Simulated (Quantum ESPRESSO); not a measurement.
A run of Quantum ESPRESSO 7.5 is set up as follows.

Contents of run.py:

```python
import numpy as np
from ase.calculators.espresso import Espresso, EspressoProfile
from ase import Atoms

atoms = Atoms(['Sn', 'Al'],
              cell=[[4.1981056157, 0.0, 0.0], [-2.0990528078, 3.6356661109, 0.0], [0.0, 0.0, 3.306847]],
              scaled_positions=[[0.3333333333, 0.6666666667, 0.5], [0.0, 0.0, 0.0]],
              pbc=True)

input_data = {
    'control': {'calculation': 'scf', 'prefix': 'pwscf', 'outdir': './tmp', 'tprnfor': True, 'tstress': True, 'disk_io': 'nowf'},
    'system': {'ecutwfc': 68.0, 'ecutrho': 544.0, 'nbnd': 15, 'occupations': 'smearing', 'smearing': 'fd', 'degauss': 0.00367493},
    'electrons': {'conv_thr': 4e-10, 'electron_maxstep': 120, 'mixing_beta': 0.5},
}
pseudopotentials = {'Sn': 'sn_pbesol_v1.4.uspp.F.UPF', 'Al': 'al_pbesol_v1.uspp.F.UPF'}
profile = EspressoProfile(command='mpirun -n 2 pw.x -nk 2', pseudo_dir='pseudo')
dft = Espresso(profile=profile, input_data=input_data, pseudopotentials=pseudopotentials, kpts=(7, 7, 8), koffset=(0, 0, 0))
atoms.calc = dft

print(f'energy {atoms.get_potential_energy():.8f} eV')
print('forces (eV/A)')
print(np.round(atoms.get_forces(), 6))
print('stress (eV/A^3, Voigt)')
print(np.round(atoms.get_stress(), 8))
print(f'Fermi level {dft.get_fermi_level():.4f} eV')
```

Potentials or basis: GBRV 1.5 PBEsol.

Launch:

```bash
$ OMP_NUM_THREADS=1 python run.py
```

(1) Predict the pressure.

(2) Estimate the band gap on the k mesh.

Answers

(1) -2.0 GPa.

(2) none (metal or under the smearing width).
